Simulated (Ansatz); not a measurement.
Write a Python script for Ansatz's Python interface that makes vertical and adiabatic energies of changing the electron count of GeH4P, SMILES [PH2][GeH2]. Settings (for the species named): r2SCAN, def2-SVP basis, multiplicity 2.

```yaml
atoms:
  - { symbol: P, position_ang: [-1.2046, -0.2682, 0.6080] }
  - { symbol: Ge, position_ang: [1.0387, 0.1138, 0.4013] }
  - { symbol: H, position_ang: [-1.5605, 1.1171, 0.3535] }
  - { symbol: H, position_ang: [-1.3588, -0.6764, -0.7776] }
  - { symbol: H, position_ang: [1.7837, -1.2408, 0.2889] }
  - { symbol: H, position_ang: [1.3014, 0.9545, -0.8741] }
```

Script `adiabatic_geh4p.py`:
```python
# -*- coding: utf-8 -*-
import itertools

import ansatz as az
from ase import Atoms
from ase.data import atomic_numbers, covalent_radii
import numpy as np


def main():
    atoms = Atoms(["P", "Ge", "H", "H", "H", "H"], positions=[
        [-1.2046, -0.2682, 0.608],
        [1.0387, 0.1138, 0.4013],
        [-1.5605, 1.1171, 0.3535],
        [-1.3588, -0.6764, -0.7776],
        [1.7837, -1.2408, 0.2889],
        [1.3014, 0.9545, -0.8741],
    ])
    molecule = az.Crystal.molecule_from_ase(atoms)

    calculation = (
        molecule.calculation()
        .basis(gaussian="def2-SVP")
        .functional("r2scan")
        .spin("collinear", total=1)
        .accuracy("medium")
        .scf(lower_state_search="off")
    )
    symbols = [site.symbol for site in molecule.cartesian_sites]
    start = np.array([site.position_ang for site in molecule.cartesian_sites], dtype=float)
    data = calculation.relax(force_tolerance=0.01).run(threads=1, pin="off").report
    end = np.array(data["positions_ang"])

    minimum = az.Crystal.molecule()
    for symbol, place in zip(symbols, end):
        minimum = minimum.atom(symbol, place.tolist())
    ion = (
        minimum.calculation()
        .basis(gaussian="def2-SVP")
        .functional("r2scan")
        .accuracy("medium")
        .scf(lower_state_search="off")
        .charge(1)
    )
    vertical = ion.run(threads=1, pin="off").report
    settled = ion.relax(force_tolerance=0.01, max_steps=80).run(threads=1, pin="off").report
    print(f"vertical ionisation energy   {vertical['free_energy_ev'] - data['free_energy_ev']:.3f} eV")
    print(f"adiabatic, no zero point     {settled['free_energy_ev'] - data['free_energy_ev']:.3f} eV")
    print(f"relaxation energy of the ion {vertical['free_energy_ev'] - settled['free_energy_ev']:.3f} eV")
    ionised = np.array(settled["positions_ang"])
    radius = [covalent_radii[atomic_numbers[s]] for s in symbols]
    span = lambda where, i, j: np.linalg.norm(where[i] - where[j])
    bonded = [(i, j) for i, j in itertools.combinations(range(len(symbols)), 2) if min(span(end, i, j), span(ionised, i, j)) < 1.2 * (radius[i] + radius[j])]
    print("pair        before    after (A)")
    for i, j in bonded:
        print(f"{symbols[i]}{i}-{symbols[j]}{j}".ljust(10), f"{span(end, i, j):8.4f} {span(ionised, i, j):8.4f}")


if __name__ == "__main__":
    main()
```

```console
$ python adiabatic_geh4p.py
vertical ionisation energy   8.527 eV
adiabatic, no zero point     7.386 eV
relaxation energy of the ion 1.141 eV
pair        before    after (A)
P0-Ge1       2.3319   2.2164
P0-H2        1.4300   1.4213
P0-H3        1.4331   1.4212
Ge1-H4       1.5421   1.5249
Ge1-H5       1.5463   1.5249
```

Notes:
- These settings explore the input space; basis and method may be short of convergence.
- The energies are electronic: no zero-point or thermal terms, and the basis set is short of its limit. The product may relax into another structure. Each relaxation finds its nearest minimum, which needn't be the lowest.
- The run takes the species as open-shell (spin multiplicity 2), which needn't be its ground state.
- Only the spin states typed were run; another state of an ion can lie lower, by up to an eV or two.
- Timing: 54 s on 1 thread of Arm Neoverse V2 (shared host), peak memory 0.2 GiB.
